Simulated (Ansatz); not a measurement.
# C2H10SSi2, SMILES CS[SiH2]C[SiH3]: a comparison of dispersion corrections

Program: the Python package of Ansatz (0.2.0).

`c2h10ssi2.py`
```python
"""Dispersion corrections for C2H10SSi2."""

from dataclasses import dataclass

import ansatz as az


@dataclass
class Settings:
    basis: str = "def2-SVP"


opts = Settings()

geometry_ang = [
    ("C", (3.0501, -0.1077, -0.2384)),
    ("S", (1.4927, 0.6164, -0.7955)),
    ("Si", (0.1119, 0.064, 0.7558)),
    ("C", (-1.5555, 0.7598, 0.4252)),
    ("Si", (-2.3962, -0.3632, -0.7671)),
    ("H", (3.3488, 0.3106, 0.727)),
    ("H", (3.8323, 0.1179, -0.9683)),
    ("H", (2.9631, -1.1945, -0.1516)),
    ("H", (0.6484, 0.6441, 2.011)),
    ("H", (0.1306, -1.4111, 0.9179)),
    ("H", (-1.4941, 1.7804, 0.0339)),
    ("H", (-2.1342, 0.8126, 1.3532)),
    ("H", (-2.544, -1.7282, -0.2007)),
    ("H", (-1.6889, -0.4466, -2.0682)),
    ("H", (-3.765, 0.1454, -1.0342)),
]
mol = az.Crystal.molecule()
for symbol, xyz in geometry_ang:
    mol = mol.atom(symbol, xyz)

calculation = mol.calculation().basis(gaussian=opts.basis)
for name in ["blyp", "revpbe"]:
    for correction in ("d3bj", "d4"):
        rep = calculation.functional(name, dispersion=correction).run(threads=1).report
        print(f"{name:8s} {correction:5s} total {rep['free_energy_ev']:.5f} eV, of which dispersion {1000 * rep['dispersion']['energy']['ev']:.2f} meV")
```

Output of `python c2h10ssi2.py`:
```text
blyp     d3bj  total -28816.75821 eV, of which dispersion -874.14 meV
blyp     d4    total -28816.71943 eV, of which dispersion -835.37 meV
revpbe   d3bj  total -28813.20275 eV, of which dispersion -956.86 meV
revpbe   d4    total -28813.33473 eV, of which dispersion -1088.84 meV
```

Total energies depend on the basis set; only differences at equal settings carry meaning. The geometry is a force-field or estimated start, not a minimum of this method, and the basis set is short of its limit. D4 holds the three-body term, and d3bj doesn't. The whole script took 20 s on 1 thread of Arm Neoverse V1, with other jobs on the host, peak memory 0.23 GiB.

(Lines on the test bed's own set-up are left out of the output.)
